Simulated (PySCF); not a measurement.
**BiCl₃: stationary points from several starts**

Which structure of BiCl₃ lies lowest? The starts are trigonal pyramidal, trigonal planar and T-shaped; the spin state tried: singlet. Each end point is tested by its vibrations.

Computed with PySCF 2.14.0. Level: PBE0, basis Bi def2-SVP with ECP60, Cl def2-SVP, scalar-relativistic core potentials, no spin–orbit coupling, density fitting.

### 1 Starting geometry

4 atoms, charge 0, spin multiplicity 1.

Bond lengths: Bi1–Cl2 2.500 Å, Bi1–Cl3 2.500 Å, Bi1–Cl4 2.500 Å. Angles: Cl2–Bi1–Cl3 99.8°, Cl2–Bi1–Cl4 99.8°, Cl3–Bi1–Cl4 99.8°.

Coordinates in bohr (charge 0 multiplicity 1):
```
Bi    0.0000    0.0000   -0.7413
Cl    4.1713    0.0001    1.4767
Cl   -2.0857    3.6124    1.4767
Cl   -2.0856   -3.6125    1.4767
```

### 2 Relaxing the singlet from the trigonal pyramidal start

The steps below are one call of a driver around PySCF. For each, scf.py gives the equivalent set-up of the SCF; relaxations use the driver's own optimiser. Before each start the driver seeks the lowest SCF state from one or more starting densities and follows internal instabilities, so scf.py alone need not reach the same state.

The program finds C3v symmetry in the start, which this walk keeps.

The input, scf.py:

```python
from pyscf import gto, scf, dft
mol = gto.M(atom='''
Bi    -0.000000    -0.000000    -0.392271
Cl     2.207363     0.000032     0.781429
Cl    -1.103709     1.911616     0.781429
Cl    -1.103653    -1.911648     0.781429''',
    basis={'Bi': 'def2-SVP', 'Cl': 'def2-SVP'},
    ecp={'Bi': 'def2-SVP'},
    charge=0, spin=0)
mf = dft.RKS(mol, xc='PBE0')
mf.grids.atom_grid = (50, 194)
aux = {'Bi': 'def2-universal-JKFIT', 'Cl': 'def2-universal-JKFIT'}
mf = mf.density_fit(auxbasis=aux)
mf.kernel()
```

Further steps of the session: Vibrations and properties at this point; Relaxing the singlet from the trigonal planar start; Frequencies; Downhill along the imaginary mode; T-shaped start, singlet: relaxation; Hessian and properties; Leaving the saddle point.

Q: Predict the outcome of this session. Wanted: lowest minimum; geometry; wavenumbers; dipole moment; highest occupied, lowest empty level; polar-tensor charge of Bi1; zero-point energy; atomisation energy.

The runs gave:

| quantity | value |
| --- | --- |
| lowest minimum | singlet, C3v |
| geometry | Bi–Cl 2.458 Å (×3); Cl–Bi–Cl 99.1° (×3) |
| wavenumbers (cm⁻¹) | 100 (e), 115 (a1), 339 (e), 354 (a1) |
| dipole moment | 4.11 D |
| highest occupied, lowest empty level | -8.60, -2.33 eV |
| polar-tensor charge of Bi1 | +1.60 e |
| zero-point energy | 8.1 kJ/mol |
| entropy at 298.15 K | 351.4 J/(mol K) |
| atomisation energy (no zero-point energy) | 891 kJ/mol |

**Reading.** The lowest minimum found is the singlet of C3v symmetry. The strongest infrared band lies at 339 cm⁻¹ (e, stretch). A search over typed starts can miss a lower isomer. Spin–orbit coupling, left out here, can matter for elements this heavy.
